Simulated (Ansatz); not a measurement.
# B2N2O: the cost of one run

Program: Ansatz 0.2.0. Level of theory: reference: DFT r2SCAN, plane waves, PAW, scalar-relativistic, no spin polarisation. These are calculated values, not measurements.

## (1) The starting structure

Symmetry: Cmc2_1, No. 36, orthorhombic system. Conventional cell: a = 7.822 Å, b = 4.841 Å, c = 4.277 Å, α = 90.00°, β = 90.00°, γ = 90.00°. B (site symmetry 1) has 1 O at 1.44 Å and 3 N at 1.50 to 1.55 Å as nearest neighbours. N (site symmetry 1) is surrounded by 3 B at 1.50 to 1.55 Å. O (site symmetry m) is surrounded by 2 B at 1.44 Å.

As a file:

```xyz
10
Lattice="3.9112 2.4207 0.0000 3.9112 -2.4207 0.0000 0.0000 0.0000 -4.2770" Properties=species:S:1:pos:R:3 pbc="T T T"
B     1.3791    0.7306   -3.0375
B     6.4434   -0.7306   -0.8990
B     6.4434    0.7306   -3.0375
B     1.3791   -0.7306   -0.8990
N     1.7053    0.5858   -1.5312
N     6.1172   -0.5858   -3.6697
N     6.1172    0.5858   -1.5312
N     1.7053   -0.5858   -3.6697
O     3.9112   -1.3846   -3.2933
O     3.9112    1.3846   -1.1548
```

## (2) The reference run

Contents of input.yaml:

```yaml
crystal:
  lattice:
    - [3.911234, 2.420693, 0.0]
    - [3.911234, -2.420693, 0.0]
    - [0.0, 0.0, -4.277014]
  atoms:
    - { symbol: B, position: [0.3272, 0.0254, 0.7102] }
    - { symbol: B, position: [0.6728, 0.9746, 0.2102] }
    - { symbol: B, position: [0.9746, 0.6728, 0.7102] }
    - { symbol: B, position: [0.0254, 0.3272, 0.2102] }
    - { symbol: "N", position: [0.339, 0.097, 0.358] }
    - { symbol: "N", position: [0.661, 0.903, 0.858] }
    - { symbol: "N", position: [0.903, 0.661, 0.358] }
    - { symbol: "N", position: [0.097, 0.339, 0.858] }
    - { symbol: O, position: [0.214, 0.786, 0.77] }
    - { symbol: O, position: [0.786, 0.214, 0.27] }
  symmetry: { tolerance: 0.0003 }
kpoints:
  mp_grid: { grid: [5, 5, 4], shift: [0, 0, 0] }
magnetization:
  spin_polarized: false
scf:
  occupations: { method: fermi_dirac, width: 0.1258 }
hamiltonian:
  pseudopotentials: { kind: paw }
  xc: r2scan
basis:
  ecutwfc: 500
output:
  forces: true
  stress: true
  eigenvalues: true
```

The run is started by

```sh
> ansatz run input.yaml --threads 1 --pin off --max-ram 2560MiB --backend cpu --events-out ev --progress --plain --runs-dir out
```

Q: Estimate wall time and peak memory on 1 thread of an Arm CPU, shared host.

About 13 s, with a peak of 0.48 GiB.
